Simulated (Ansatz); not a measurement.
# CdS (Greenockite): a point defect seen from the nuclei (Sn on a Cd site), part 2 of 3

How do the nuclei near a point defect see it? The defect is Sn on a Cd site in CdS (Greenockite) (cell charge 0), first unrelaxed. The cell is a supercell built from a structure deposited in the COD. Planned: a single point, then a relaxation, then a check of grid.

Ansatz 0.2.0; DFT, PBE, plane-wave PAW, default files, scalar-relativistic, as far as a step names no other. Earlier steps stand in the parts before.

## (3) Ions relaxed

Edit input.yaml of step 2 so:

```diff
@@ -68 +68,4 @@
     contact_densities: true
+relax:
+  f_tol: 0.03
+  max_steps: 40
```

Command:

```
$ ansatz run input.yaml --threads 4 --pin off --max-ram 10240MiB --backend cpu --events-out ev --progress --plain --runs-dir out
```

The program printed:

```text
Warning: output.stress: scf.convergence.dr2_threshold = 1e-7 eV (the SCF's general default) is looser than the 4.8e-9 eV advised for a printed stress (1e-10 eV for each atom of the cell: 48). What an SCF threshold leaves in a stress goes as its square root, and in the free energy as the threshold itself, and one threshold admits the most on a small cell: of the crystals measured, under no hybrid functional and no lock of the moments, on runs that ended without the residual-converged pass, on stresses that held no estimate of that error, the worst erred by over 100 MPa in a component at 1e-7 eV an atom and by under 5 at 1e-10. Every solve of this run answers to scf.convergence.dr2_threshold, and the tensor of one is reported: a single SCF on the reported geometry and on this run's grids (its basis.xc_grid and basis.ecutrho_ratio typed), with scf.convergence.dr2_threshold at 4.8e-9 eV or tighter, prints it and tightens no other solve. Else set scf.convergence.dr2_threshold to 4.8e-9 eV or tighter. The threshold is an SCF's pass mark: one that does not reach it within its budget of iterations ends unconverged, or closes short of it on a stop that the run arms, and scf.convergence.dr2_threshold's page says what that costs each kind of run
Warning: RAYON_NUM_THREADS=4 ignored (pool sized by the plan → 4); use --threads N
Cd, Sn: output.efg is read without spin–orbit coupling, which moves field gradients at and beside such atoms by some per cent and up to a factor of two; PAW files take it under magnetization.noncollinear and magnetization.spin_orbit
Engine: ansatz 0.2.0, aarch64-unknown-linux-gnu
Pseudopotentials: kind: paw
Pseudopotential: Sn, paw, valence charge 14, recommended cutoff 420 eV (normal), Sn.paw.azcp
Pseudopotential: Cd, paw, valence charge 20, recommended cutoff 420 eV (normal), Cd.paw.azcp
Pseudopotential: S, paw, valence charge 6, recommended cutoff 420 eV (normal), S.paw.azcp
Functional definition: PBE
  parameter kappa = 0.804
  parameter beta = 0.06672455060314922
  exchange = pbe_x(kappa = kappa, mu = beta*pi^2/3)
  correlation = pbe_c(beta = beta)
Crystal: 48 atoms, lattice volume = 1205.798 Å³
Basis set: ecut = 420 eV, 23595 PW (Γ), exchange–correlation on 120×180×192 points (8 copies of the dense FFT grid, shifted against one another)
Bands: 371, of which v1, the nominal top of the filled ones, is band 309 counted from 1 (308 counted from 0)
Symmetry: 1 space group operations
Space group: P1 (ITA 1), of the structure as read, at distance tolerance 1.1e-4 Å
k-points: 8 of 12 (time reversal used)
Non-local potential: Sn, projectors of the file, l = 0: 2, l = 1: 2, l = 2: 2, l = 3: 2
Non-local potential: Cd, projectors of the file, l = 0: 3, l = 1: 2, l = 2: 2, l = 3: 1
Non-local potential: S, projectors of the file, l = 0: 2, l = 1: 2, l = 2: 2
PAW form: soft (Blöchl's): semilocal exchange-correlation on the pseudo side does not see the compensation charge
PAW one-centre angular grid: Sn, 590 points (default); XC on 64 Gauss nodes
PAW one-centre angular grid: Cd, 590 points (default); XC on 64 Gauss nodes
PAW one-centre angular grid: S, 110 points (default); XC on 64 Gauss nodes
Initial density: superposition of atomic densities (neutral atoms: chi_scale 0, normalization atom), corrected by the library's trained network
Initial wavefunctions: pseudopotential atomic-orbital guess
Functional: x = pbe(κ = 0.804, μ = 0.2195149727645171), c = pbe(β = 0.06672455060314922)
SCF iter   1: F=—  HF=-217555.675858 eV  |F-HF|=—  |Δ(HF+E_count)|=         —  Δρ=2.98e-3  dr2=6.54e-1  ethr=1.77e-3  ⟨swp⟩=6.1  Hψ=11020  notcnv=0  defer=156
preconditioner: auto → Resta (q_TF=auto, 2.441 Å⁻¹)  ε∞=4.7  [insulator: Δε(μ)=0.292 eV  Ē_g=11.557 eV  σ=0.010 eV  W_gap=1.00  n_scr=292 (ndim 8)  ℏωp=22.3 eV  f_vac=0.124  D(μ)=0.00/eV (n_scr^D=0)  ε∞_Penn≈4.7]
SCF iter   2: F=—  HF=-217555.562304 eV  |F-HF|=—  |Δ(HF+E_count)|=   1.14e-1  Δρ=1.41e-3  dr2=9.62e-2  ethr=1.06e-4  ⟨swp⟩=2.1  Hψ=4315  notcnv=0  defer=448
SCF iter   3: F=—  HF=-217555.540840 eV  |F-HF|=—  |Δ(HF+E_count)|=   2.15e-2  Δρ=5.57e-4  dr2=8.94e-3  ethr=1.56e-5  ⟨swp⟩=3.5  Hψ=4631  notcnv=0  defer=448
SCF iter   4: F=—  HF=-217555.539676 eV  |F-HF|=—  |Δ(HF+E_count)|=   1.16e-3  Δρ=1.59e-4  dr2=5.06e-4  ethr=1.45e-6  ⟨swp⟩=2.0  Hψ=4712  notcnv=0  defer=448
SCF iter   5: F=—  HF=-217555.539875 eV  |F-HF|=—  |Δ(HF+E_count)|=   1.98e-4  Δρ=6.27e-5  dr2=6.36e-5  ethr=8.19e-8  ⟨swp⟩=2.0  Hψ=4311  notcnv=0  defer=448
SCF iter   6: F=-217555.539914 eV  HF=-217555.539908 eV  |F-HF|=5.89e-6  |Δ(HF+E_count)|=   3.33e-5  Δρ=2.53e-5  dr2=8.96e-6  ethr=3.64e-9  ⟨swp⟩=4.8  Hψ=9589  notcnv=0
SCF 1 converged in 6 iterations: F = -217555.539914 eV  dr2 = 8.96e-6
relax step   1: F+E_penalty+E_count = -217555.53991389 eV  Δ(F+E_penalty+E_count) = +0.000e0 eV  max|allowed force component| = 1.313e0 eV/Å  Δτ_max = 0.0000 Å  (6 SCF iters, dr2 threshold 2.25e-5 eV, accepted)
Initial density: handed on by an earlier stage of this run
Initial wavefunctions: those handed on with the density
iter 1 solved again at ethr=2.32e-5 eV; its pass at ethr=3.10e-3 eV (dr2=1.43e-1 eV) is discarded
SCF iter   1: F=—  HF=-217556.036772 eV  |F-HF|=—  |Δ(HF+E_count)|=         —  Δρ=3.78e-3  dr2=1.48e-1  ethr=2.32e-5  ⟨swp⟩=3.0  Hψ=13555  notcnv=0  defer=437
preconditioner: auto → Resta (q_TF=auto, 2.441 Å⁻¹)  ε∞=4.7  [insulator: Δε(μ)=0.462 eV  Ē_g=11.556 eV  σ=0.010 eV  W_gap=1.00  n_scr=292 (ndim 8)  ℏωp=22.3 eV  f_vac=0.122  D(μ)=0.00/eV (n_scr^D=0)  ε∞_Penn≈4.7]
SCF iter   2: F=—  HF=-217556.015704 eV  |F-HF|=—  |Δ(HF+E_count)|=   2.11e-2  Δρ=2.07e-3  dr2=3.66e-2  ethr=2.32e-5  ⟨swp⟩=2.6  Hψ=4121  notcnv=0  defer=437
SCF iter   3: F=—  HF=-217556.012613 eV  |F-HF|=—  |Δ(HF+E_count)|=   3.09e-3  Δρ=4.11e-4  dr2=3.19e-3  ethr=5.93e-6  ⟨swp⟩=2.0  Hψ=4441  notcnv=0  defer=438
SCF iter   4: F=—  HF=-217556.012600 eV  |F-HF|=—  |Δ(HF+E_count)|=   1.28e-5  Δρ=1.16e-4  dr2=2.19e-4  ethr=5.15e-7  ⟨swp⟩=2.0  Hψ=4409  notcnv=0  defer=438
SCF iter   5: F=-217556.012709 eV  HF=-217556.012694 eV  |F-HF|=1.47e-5  |Δ(HF+E_count)|=   9.35e-5  Δρ=4.29e-5  dr2=3.27e-5  ethr=1.62e-8  ⟨swp⟩=2.9  Hψ=9905  notcnv=0
SCF 2 converged in 5 iterations: F = -217556.012709 eV  dr2 = 3.27e-5
relax step   2: F+E_penalty+E_count = -217556.01270864 eV  Δ(F+E_penalty+E_count) = -4.728e-1 eV  max|allowed force component| = 1.811e-1 eV/Å  Δτ_max = 0.1945 Å  (5 SCF iters, dr2 threshold 1.00e-4 eV, accepted)
SCF iter   1: F=—  HF=-217556.031107 eV  |F-HF|=—  |Δ(HF+E_count)|=         —  Δρ=8.73e-4  dr2=5.75e-3  ethr=9.97e-6  ⟨swp⟩=6.9  Hψ=8805  notcnv=0  defer=438
preconditioner: auto → Resta (q_TF=auto, 2.441 Å⁻¹)  ε∞=4.7  [insulator: Δε(μ)=0.425 eV  Ē_g=11.558 eV  σ=0.010 eV  W_gap=1.00  n_scr=292 (ndim 8)  ℏωp=22.3 eV  f_vac=0.123  D(μ)=0.00/eV (n_scr^D=0)  ε∞_Penn≈4.7]
SCF iter   2: F=—  HF=-217556.030424 eV  |F-HF|=—  |Δ(HF+E_count)|=   6.83e-4  Δρ=4.65e-4  dr2=1.41e-3  ethr=9.30e-7  ⟨swp⟩=2.0  Hψ=5152  notcnv=0  defer=438
SCF iter   3: F=—  HF=-217556.030349 eV  |F-HF|=—  |Δ(HF+E_count)|=   7.49e-5  Δρ=8.13e-5  dr2=9.69e-5  ethr=2.28e-7  ⟨swp⟩=2.0  Hψ=4058  notcnv=0  defer=438
SCF iter   4: F=—  HF=-217556.030357 eV  |F-HF|=—  |Δ(HF+E_count)|=   7.64e-6  Δρ=2.26e-5  dr2=9.20e-6  ethr=1.57e-8  ⟨swp⟩=2.0  Hψ=4266  notcnv=0  defer=438
SCF iter   5: F=-217556.030360 eV  HF=-217556.030359 eV  |F-HF|=7.90e-7  |Δ(HF+E_count)|=   2.53e-6  Δρ=7.96e-6  dr2=1.09e-6  ethr=3.32e-10  ⟨swp⟩=5.0  Hψ=9685  notcnv=0
SCF 3 converged in 5 iterations: F = -217556.030360 eV  dr2 = 1.09e-6
relax step   3: F+E_penalty+E_count = -217556.03036001 eV  Δ(F+E_penalty+E_count) = -1.765e-2 eV  max|allowed force component| = 6.665e-2 eV/Å  Δτ_max = 0.0346 Å  (5 SCF iters, dr2 threshold 2.05e-6 eV, accepted)
[... 9 lines left out ...]
relax step   4: F+E_penalty+E_count = -217556.04198108 eV  Δ(F+E_penalty+E_count) = -1.162e-2 eV  max|allowed force component| = 4.576e-2 eV/Å  Δτ_max = 0.1025 Å  (7 SCF iters, accepted)
[... 10 lines left out ...]
relax step   5: F+E_penalty+E_count = -217556.05236523 eV  Δ(F+E_penalty+E_count) = -1.038e-2 eV  max|allowed force component| = 1.115e-1 eV/Å  Δτ_max = 0.1951 Å  (8 SCF iters, accepted)
[... 7 lines left out ...]
relax step   6: F+E_penalty+E_count = -217556.05684012 eV  Δ(F+E_penalty+E_count) = -4.475e-3 eV  max|allowed force component| = 6.952e-2 eV/Å  Δτ_max = 0.0641 Å  (5 SCF iters, dr2 threshold 5.86e-6 eV, accepted)
[... 8 lines left out ...]
relax step   7: F+E_penalty+E_count = -217556.06222927 eV  Δ(F+E_penalty+E_count) = -5.389e-3 eV  max|allowed force component| = 3.137e-2 eV/Å  Δτ_max = 0.1478 Å  (6 SCF iters, dr2 threshold 1.88e-6 eV, accepted)
SCF iter   1: F=—  HF=-217556.063366 eV  |F-HF|=—  |Δ(HF+E_count)|=         —  Δρ=5.94e-4  dr2=2.85e-3  ethr=3.79e-6  ⟨swp⟩=6.6  Hψ=9896  notcnv=0  defer=451
preconditioner: auto → Resta (q_TF=auto, 2.441 Å⁻¹)  ε∞=4.7  [insulator: Δε(μ)=0.628 eV  Ē_g=11.548 eV  σ=0.010 eV  W_gap=1.00  n_scr=292 (ndim 8)  ℏωp=22.3 eV  f_vac=0.121  D(μ)=0.00/eV (n_scr^D=0)  ε∞_Penn≈4.7]
SCF iter   2: F=—  HF=-217556.063069 eV  |F-HF|=—  |Δ(HF+E_count)|=   2.97e-4  Δρ=3.15e-4  dr2=6.42e-4  ethr=4.62e-7  ⟨swp⟩=2.0  Hψ=4928  notcnv=0  defer=451
SCF iter   3: F=—  HF=-217556.063070 eV  |F-HF|=—  |Δ(HF+E_count)|=   1.65e-7  Δρ=6.52e-5  dr2=6.56e-5  ethr=1.04e-7  ⟨swp⟩=2.0  Hψ=4237  notcnv=0  defer=451
SCF iter   4: F=—  HF=-217556.063296 eV  |F-HF|=—  |Δ(HF+E_count)|=   2.26e-4  Δρ=1.61e-5  dr2=4.63e-6  ethr=1.06e-8  ⟨swp⟩=2.0  Hψ=4253  notcnv=0  defer=451
SCF iter   5: F=—  HF=-217556.063298 eV  |F-HF|=—  |Δ(HF+E_count)|=   2.00e-6  Δρ=5.56e-6  dr2=5.47e-7  ethr=7.49e-10  ⟨swp⟩=2.9  Hψ=4260  notcnv=0  defer=451
SCF iter   6: F=-217556.063298 eV  HF=-217556.063298 eV  |F-HF|=1.55e-8  |Δ(HF+E_count)|=   5.55e-7  Δρ=2.47e-6  dr2=8.50e-8  ethr=1.62e-11  ⟨swp⟩=5.0  Hψ=10202  notcnv=0
SCF 8 converged in 6 iterations: F = -217556.063298 eV  dr2 = 8.50e-8
relax step   8: F+E_penalty+E_count = -217556.06329833 eV  Δ(F+E_penalty+E_count) = -1.069e-3 eV  max|allowed force component| = 1.805e-2 eV/Å  Δτ_max = 0.0363 Å  (6 SCF iters, accepted)
NSCF: frozen V_eff on 8 k-points
the band table was solved once a step of the walk had ended and its energy, with any forces and stress, was formed, with the checks that follow a solve (10218 applications of the Hamiltonian). They found nothing against the state; the energy, forces and stress were not computed again (output.eigenvalues in the input reference)
SCF converged after 6 iterations
Free energy (F): -217556.063298 eV
Harris-Foulkes:  -217556.063298 eV  (|F-HF|=1.55e-8)
Internal energy: -217556.063298 eV  (E = F + TS)
E sigma→0 (E₀):  -217556.063298 eV
Fermi energy:    7.969351 eV
--- Per-component energies (eV) ---
[... 14 lines left out ...]
--- Forces (eV/Å), atoms counted from 1 ---
  atom   1  Sn     0.00970857     0.01136331     0.00476187
  atom   2  Cd    -0.00204543    -0.00281605     0.00330292
  atom   3  Cd     0.00736333    -0.00658482    -0.00275977
  atom   4  Cd     0.00363959     0.00328065    -0.00223870
  atom   5  Cd    -0.00554650     0.00796694     0.00190481
  atom   6  Cd     0.00300380     0.00346759    -0.00539357
[... 42 lines left out ...]
  max |Σ_I F_I| component: 2.43e-5 eV/Å
--- Stress (GPa, compression-positive) ---
        2.398776       0.150871       0.166304
        0.150872       2.583434      -0.080164
        0.166304      -0.080164       2.744023
  P = ⅓ Tr σ = 2.5754 GPa (25.754 kbar)
--- PAW observables at the nuclei: V_zz in 10²¹ V/m², potentials from the cell's mean, atoms counted from 1 ---
  atom   1  Sn V_zz =    +2.617922   η = 0.7564   by run symmetry: allowed   C_q = -8.3557 MHz
            electrostatic potential = -8169.615783 V   contact ρ = 1236496.891450 e/Å³
  atom   2  Cd V_zz =    +1.429338   η = 0.1710   by run symmetry: allowed
            electrostatic potential = -7704.059198 V   contact ρ = 1035900.844595 e/Å³
  atom   3  Cd V_zz =    +1.189474   η = 0.7108   by run symmetry: allowed
            electrostatic potential = -7704.044676 V   contact ρ = 1035902.173860 e/Å³
  atom   4  Cd V_zz =    +0.244600   η = 0.8539   by run symmetry: allowed
            electrostatic potential = -7704.066327 V   contact ρ = 1035901.684243 e/Å³
  atom   5  Cd V_zz =    +1.979321   η = 0.6241   by run symmetry: allowed
            electrostatic potential = -7704.020184 V   contact ρ = 1035901.804210 e/Å³
  atom   6  Cd V_zz =    -0.938128   η = 0.4322   by run symmetry: allowed
            electrostatic potential = -7704.054262 V   contact ρ = 1035901.528863 e/Å³
  atom   7  Cd V_zz =    -1.249898   η = 0.4363   by run symmetry: allowed
            electrostatic potential = -7703.989734 V   contact ρ = 1035901.616353 e/Å³
  atom   8  Cd V_zz =    -0.896729   η = 0.7373   by run symmetry: allowed
            electrostatic potential = -7704.071095 V   contact ρ = 1035901.869958 e/Å³
  atom   9  Cd V_zz =    -2.227269   η = 0.6335   by run symmetry: allowed
            electrostatic potential = -7704.062575 V   contact ρ = 1035902.173373 e/Å³
  atom  10  Cd V_zz =    +0.531056   η = 0.5557   by run symmetry: allowed
            electrostatic potential = -7704.066250 V   contact ρ = 1035901.677779 e/Å³
  atom  11  Cd V_zz =    -2.780735   η = 0.5188   by run symmetry: allowed
            electrostatic potential = -7704.088415 V   contact ρ = 1035902.230255 e/Å³
  atom  12  Cd V_zz =    -0.644195   η = 0.6143   by run symmetry: allowed
            electrostatic potential = -7704.067887 V   contact ρ = 1035901.625750 e/Å³
  atom  13  Cd V_zz =    -2.010703   η = 0.9756   by run symmetry: allowed
            electrostatic potential = -7704.064093 V   contact ρ = 1035902.252345 e/Å³
  atom  14  Cd V_zz =    +1.856758   η = 0.7548   by run symmetry: allowed
            electrostatic potential = -7704.001982 V   contact ρ = 1035900.796930 e/Å³
  atom  15  Cd V_zz =    -1.220355   η = 0.4320   by run symmetry: allowed
            electrostatic potential = -7704.021490 V   contact ρ = 1035901.412071 e/Å³
  atom  16  Cd V_zz =    +2.196532   η = 0.6491   by run symmetry: allowed
            electrostatic potential = -7704.079188 V   contact ρ = 1035901.414489 e/Å³
  atom  17  Cd V_zz =    +0.569464   η = 0.9758   by run symmetry: allowed
            electrostatic potential = -7704.032005 V   contact ρ = 1035901.377257 e/Å³
  atom  18  Cd V_zz =    -1.388112   η = 0.2416   by run symmetry: allowed
            electrostatic potential = -7704.069301 V   contact ρ = 1035901.204732 e/Å³
  atom  19  Cd V_zz =    -1.213858   η = 0.5182   by run symmetry: allowed
            electrostatic potential = -7704.016461 V   contact ρ = 1035901.405894 e/Å³
  atom  20  Cd V_zz =    +2.684079   η = 0.1220   by run symmetry: allowed
            electrostatic potential = -7704.085772 V   contact ρ = 1035901.504903 e/Å³
  atom  21  Cd V_zz =    -0.526416   η = 0.8765   by run symmetry: allowed
            electrostatic potential = -7704.025109 V   contact ρ = 1035901.272087 e/Å³
  atom  22  Cd V_zz =    +0.930300   η = 0.6771   by run symmetry: allowed
            electrostatic potential = -7704.057528 V   contact ρ = 1035901.568813 e/Å³
  atom  23  Cd V_zz =    -0.281077   η = 0.9807   by run symmetry: allowed
            electrostatic potential = -7704.036042 V   contact ρ = 1035901.341177 e/Å³
  atom  24  Cd V_zz =    -0.681312   η = 0.8500   by run symmetry: allowed
            electrostatic potential = -7704.066173 V   contact ρ = 1035901.311488 e/Å³
  atom  25  S  V_zz =    -2.889820   η = 0.2382   by run symmetry: allowed   C_q = +4.8494 MHz
            electrostatic potential = -1633.704330 V   contact ρ = 19767.896275 e/Å³
  atom  26  S  V_zz =    +0.944836   η = 0.5813   by run symmetry: allowed   C_q = -1.5855 MHz
            electrostatic potential = -1633.534333 V   contact ρ = 19766.509447 e/Å³
  atom  27  S  V_zz =    +0.263451   η = 0.9946   by run symmetry: allowed   C_q = -0.4421 MHz
            electrostatic potential = -1633.489377 V   contact ρ = 19766.526766 e/Å³
  atom  28  S  V_zz =    +0.539365   η = 0.9620   by run symmetry: allowed   C_q = -0.9051 MHz
            electrostatic potential = -1633.565153 V   contact ρ = 19766.470526 e/Å³
  atom  29  S  V_zz =    -0.592514   η = 0.4182   by run symmetry: allowed   C_q = +0.9943 MHz
            electrostatic potential = -1633.519834 V   contact ρ = 19766.458001 e/Å³
  atom  30  S  V_zz =    +0.804132   η = 0.2651   by run symmetry: allowed   C_q = -1.3494 MHz
            electrostatic potential = -1633.536986 V   contact ρ = 19766.508147 e/Å³
  atom  31  S  V_zz =    +0.669765   η = 0.9039   by run symmetry: allowed   C_q = -1.1239 MHz
            electrostatic potential = -1633.480094 V   contact ρ = 19766.530427 e/Å³
  atom  32  S  V_zz =    -1.198949   η = 0.7968   by run symmetry: allowed   C_q = +2.0119 MHz
            electrostatic potential = -1633.556155 V   contact ρ = 19766.481757 e/Å³
  atom  33  S  V_zz =    -0.664503   η = 0.7510   by run symmetry: allowed   C_q = +1.1151 MHz
            electrostatic potential = -1633.495728 V   contact ρ = 19766.490036 e/Å³
  atom  34  S  V_zz =    +0.477632   η = 0.8850   by run symmetry: allowed   C_q = -0.8015 MHz
            electrostatic potential = -1633.570646 V   contact ρ = 19766.484380 e/Å³
  atom  35  S  V_zz =    +0.733260   η = 0.5626   by run symmetry: allowed   C_q = -1.2305 MHz
            electrostatic potential = -1633.506046 V   contact ρ = 19766.508183 e/Å³
  atom  36  S  V_zz =    -0.641567   η = 0.2166   by run symmetry: allowed   C_q = +1.0766 MHz
            electrostatic potential = -1633.566375 V   contact ρ = 19766.467607 e/Å³
  atom  37  S  V_zz =    -1.031372   η = 0.7213   by run symmetry: allowed   C_q = +1.7307 MHz
            electrostatic potential = -1633.579118 V   contact ρ = 19766.499204 e/Å³
  atom  38  S  V_zz =    +2.364662   η = 0.2275   by run symmetry: allowed   C_q = -3.9681 MHz
            electrostatic potential = -1633.404490 V   contact ρ = 19767.763099 e/Å³
  atom  39  S  V_zz =    -0.552977   η = 0.6164   by run symmetry: allowed   C_q = +0.9279 MHz
            electrostatic potential = -1633.550227 V   contact ρ = 19766.523414 e/Å³
  atom  40  S  V_zz =    -3.440013   η = 0.1011   by run symmetry: allowed   C_q = +5.7726 MHz
            electrostatic potential = -1633.781297 V   contact ρ = 19767.940458 e/Å³
  atom  41  S  V_zz =    +0.550834   η = 0.6351   by run symmetry: allowed   C_q = -0.9243 MHz
            electrostatic potential = -1633.537826 V   contact ρ = 19766.472286 e/Å³
  atom  42  S  V_zz =    -1.349860   η = 0.5451   by run symmetry: allowed   C_q = +2.2652 MHz
            electrostatic potential = -1633.589703 V   contact ρ = 19766.641301 e/Å³
  atom  43  S  V_zz =    +0.550465   η = 0.7465   by run symmetry: allowed   C_q = -0.9237 MHz
            electrostatic potential = -1633.552253 V   contact ρ = 19766.531106 e/Å³
  atom  44  S  V_zz =    -4.290694   η = 0.1223   by run symmetry: allowed   C_q = +7.2001 MHz
            electrostatic potential = -1633.852026 V   contact ρ = 19767.879831 e/Å³
  atom  45  S  V_zz =    -0.194384   η = 0.0789   by run symmetry: allowed   C_q = +0.3262 MHz
            electrostatic potential = -1633.527695 V   contact ρ = 19766.453324 e/Å³
  atom  46  S  V_zz =    +0.447681   η = 0.6670   by run symmetry: allowed   C_q = -0.7512 MHz
            electrostatic potential = -1633.496721 V   contact ρ = 19766.518310 e/Å³
  atom  47  S  V_zz =    -0.343854   η = 0.9942   by run symmetry: allowed   C_q = +0.5770 MHz
            electrostatic potential = -1633.536188 V   contact ρ = 19766.462804 e/Å³
  atom  48  S  V_zz =    -0.737427   η = 0.1499   by run symmetry: allowed   C_q = +1.2375 MHz
            electrostatic potential = -1633.571547 V   contact ρ = 19766.534375 e/Å³
--- Band table (eV; the first three rows and the last of 8) ---
[... 4 lines left out ...]
--- Relaxed structure (8 steps of the walk, 8 accepted, 0 SCFs on fresh bases) ---
  F+E_penalty+E_count = -217556.06329833 eV   max|allowed force component| = 1.805e-2 eV/Å
  atoms:
[... 48 lines left out ...]
--- Löwdin populations: 48 sites ---
  site symbol       q [e]
[... 48 lines left out ...]
  spilling = 0.007299 (of n_electrons = 618.000000)
```

Run time: 15 min. Hardware: 4 threads of Arm Neoverse V1, shared host; peak memory 8.2 GiB.

Relaxation path:

| step | energy change (eV) | largest force component (eV/Å) |
| --- | --- | --- |
| 1 | 0.0000 | 1.313 |
| 2 | -0.4728 | 0.181 |
| 3 | -0.4904 | 0.067 |
| 4 | -0.5021 | 0.046 |
| 5 | -0.5125 | 0.112 |
| 6 | -0.5169 | 0.070 |
| 7 | -0.5223 | 0.031 |
| 8 | -0.5234 | 0.018 |

Largest displacement: 0.399 Å (atom 1, Sn); mean 0.096 Å.

The run ends with gap on the mesh 0.63 eV, largest force 0.019 eV/Å, pressure 2.6 GPa.

What changed since step 2 (V_zz in 10²¹ V/m²; 9 of 48 rows, with the four largest changes of size):

```csv
site,atoms,"V_zz, PBE","V_zz, PBE relaxed","η, PBE","η, PBE relaxed"
Sn,1,-0.25,2.62,0.61,0.76
S25,25,0.26,-2.89,0.14,0.24
S40,40,-0.16,-3.44,0.61,0.10
S44,44,-0.22,-4.29,0.36,0.12
S38,38,-0.19,2.36,0.59,0.23
Cd15,15,1.10,-1.22,0.81,0.43
Cd16,16,0.53,2.20,0.24,0.65
Cd19,19,1.05,-1.21,0.94,0.52
Cd20,20,0.53,2.68,0.29,0.12
```

The printed gradients, by site: 11 of 48, those nearest the defect, the farthest of each element and the two largest gradients.

```csv
site,atoms,distance from the defect (Å),V_zz (10²¹ V/m²),η,C_Q (MHz)
Sn,1,0.00,2.62,0.76,–
S38,38,2.67,2.36,0.23,-3.97 (³³S)
S25,25,2.74,-2.89,0.24,4.85 (³³S)
S40,40,2.74,-3.44,0.10,5.77 (³³S)
S44,44,2.77,-4.29,0.12,7.20 (³³S)
Cd3,3,3.83,1.19,0.71,–
Cd7,7,3.92,-1.25,0.44,–
Cd19,19,3.98,-1.21,0.52,–
Cd15,15,4.05,-1.22,0.43,–
Cd6,6,8.08,-0.94,0.43,–
S41,41,8.40,0.55,0.64,-0.924 (³³S)
```

Direction of the V_zz axis (Cartesian unit vector):

| site | atom | x | y | z |
| --- | --- | --- | --- | --- |
| Sn | 1 | -0.61 | 0.51 | 0.61 |
| Cd2 | 2 | 0.18 | -0.10 | 0.98 |
| Cd3 | 3 | 0.25 | 0.53 | 0.81 |
| Cd4 | 4 | -0.55 | 0.24 | 0.80 |
| Cd5 | 5 | 0.67 | 0.41 | -0.62 |
| Cd6 | 6 | -0.05 | 0.63 | 0.77 |
| Cd7 | 7 | -0.47 | 0.80 | 0.37 |
| Cd8 | 8 | -0.57 | -0.57 | 0.59 |
| Cd9 | 9 | -0.60 | 0.70 | -0.39 |
| Cd10 | 10 | 0.61 | 0.26 | 0.75 |

The sizes of the gradients above 0.15 moved by over a factor of two in the median, over a factor of two at the site with the largest relative rise or fall (small gradients counted from 0.15; S40, -0.16 to -3.44), with a change of sign at Sn, S25, S38 and others.

[end of part 2 of 3]
